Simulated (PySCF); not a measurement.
# A gas-phase reaction: H4O2Si → H3O2Si + H

Aim: the reaction energy of `O[SiH2]O` → `O[SiH]O` + `[H]`.

Programs: PySCF 2.14.0. All values are calculated, for the isolated system unless a continuum is named. Atoms count from 0, parts from 1.

## (1) The system as given

Each species was relaxed by itself at PBE0-D3(BJ)/def2-SVPD.

## (2) Energies of the species: wB97M-D3(BJ)/def2-TZVPD

Job settings and geometry (Å):

```
{"job": {"kind": "react", "xc": "wB97M-D3(BJ)", "basis": "def2-TZVPD"}, "charge": 0, "multiplicity": 1}
-1 H4O2Si charge 0 multiplicity 1
O     -0.321950    -0.409420    -1.486060
Si    -0.133730     0.373620    -0.033910
O     -0.012070    -0.782020     1.167790
H      0.364490    -1.019020    -1.766420
H      1.101900     1.213390    -0.005660
H     -1.356040     1.203320     0.112080
H      0.390770    -0.533820     2.002380

+1 H3O2Si charge 0 multiplicity 2
O      0.361110     1.043630    -0.955560
Si     0.506740     0.227570     0.498060
O     -0.832240    -0.724730     0.829750
H      0.100380     0.553990    -1.742010
H      1.629150    -0.764530     0.455710
H     -1.685710    -0.294000     0.924250

+1 H charge 0 multiplicity 2
H      0.000000     0.000000     0.000000
```

Level: wB97M-D3(BJ)/def2-TZVPD reaction energy of separated species, gas phase.

On the command line:

```sh
$ OMP_NUM_THREADS=1 python cluster_run.py task.json out
```

The driver reads the jobs from task.json and runs them one after another.

**Question.** The jobs that follow are: PBE0-D3(BJ)/def2-TZVPD reaction energy of separated species, gas phase. Predict: reaction energy (wB97M-D3(BJ)/def2-TZVPD); ΔH, ΔG at 298 K (xTB thermal terms). Thermal terms come from harmonic xTB runs on each species.

The runs gave:

| quantity | value |
| --- | --- |
| reaction energy (wB97M-D3(BJ)/def2-TZVPD) | 99.65 kcal/mol |
| ΔH, ΔG at 298 K (xTB thermal terms) | +95.1, +87.0 kcal/mol |
| range of the reaction energy over the runs of this table | 94.12 to 99.65 kcal/mol |

**Reading.** The reaction is endothermic by 95.1 kcal/mol in the gas phase; dispersion gives +0.42, and xTB itself gave 120.6 for the electronic energy (xTB energies and thermal terms come from the earlier relaxation of each species, not shown). No barrier was sought. xTB and this level differ widely in the electronic energy, so what comes from xTB (the thermal terms above all) is less safe here. The reaction energy runs from 94.12 (PBE0-D3(BJ)/def2-TZVPD) to 99.65 kcal/mol (wB97M-D3(BJ)/def2-TZVPD).
